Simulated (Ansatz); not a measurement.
# Ge: the cost of one run

Method: DFT PBEsol, scalar-relativistic, plane waves, PAW, and further levels as typed in the inputs, in Ansatz 0.2.0.

## Step 1: The starting structure

The structure is hexagonal, space group P6_3/mmc (No. 194). Conventional cell: a = 3.986 Å, b = 3.986 Å, c = 6.577 Å, α = 90.00°, β = 90.00°, γ = 120.00°. Ge (site symmetry 3m) has 4 Ge at 2.44 to 2.47 Å as nearest neighbours.

Structure file:

```cif
data_structure
_symmetry_space_group_name_H-M 'P 1'
_symmetry_Int_Tables_number 1
_cell_length_a 3.9855
_cell_length_b 3.9855
_cell_length_c 6.5772
_cell_angle_alpha 90.000
_cell_angle_beta 90.000
_cell_angle_gamma 120.000
_cell_volume 90.48
loop_
_atom_site_label
_atom_site_type_symbol
_atom_site_fract_x
_atom_site_fract_y
_atom_site_fract_z
_atom_site_occupancy
Ge1 Ge 0.33333 0.66667 0.06250 1
Ge2 Ge 0.66667 0.33333 0.56250 1
Ge3 Ge 0.66667 0.33333 0.93750 1
Ge4 Ge 0.33333 0.66667 0.43750 1
```

## Step 2: Relaxing the atoms: Ge, no spin

The input, input.yaml:

```yaml
crystal:
  lattice:
    - [3.9855, 0.0, 0.0]
    - [-1.99275, 3.4515442468, 0.0]
    - [0.0, 0.0, 6.5772]
  atoms:
    - { symbol: Ge, position: [0.3333333333, 0.6666666667, 0.0625] }
    - { symbol: Ge, position: [0.6666666667, 0.3333333333, 0.5625] }
    - { symbol: Ge, position: [0.6666666667, 0.3333333333, 0.9375] }
    - { symbol: Ge, position: [0.3333333333, 0.6666666667, 0.4375] }
scf:
  occupations: { method: gaussian, width: 0.01 }
output:
  forces: true
  stress: true
hamiltonian:
  xc: pbesol
kpoints:
  mp_grid: { grid: [8, 8, 4] }
relax:
  f_tol: 0.002
```

Launch:

```console
ansatz run input.yaml --threads 12 --pin off --max-ram 30720MiB --backend cpu --events-out ev --progress --plain --runs-dir out
```

Q: Estimate wall time and peak memory on 12 threads of Arm Neoverse V2, shared host.

About 1.3 s, with a peak of 0.56 GiB.
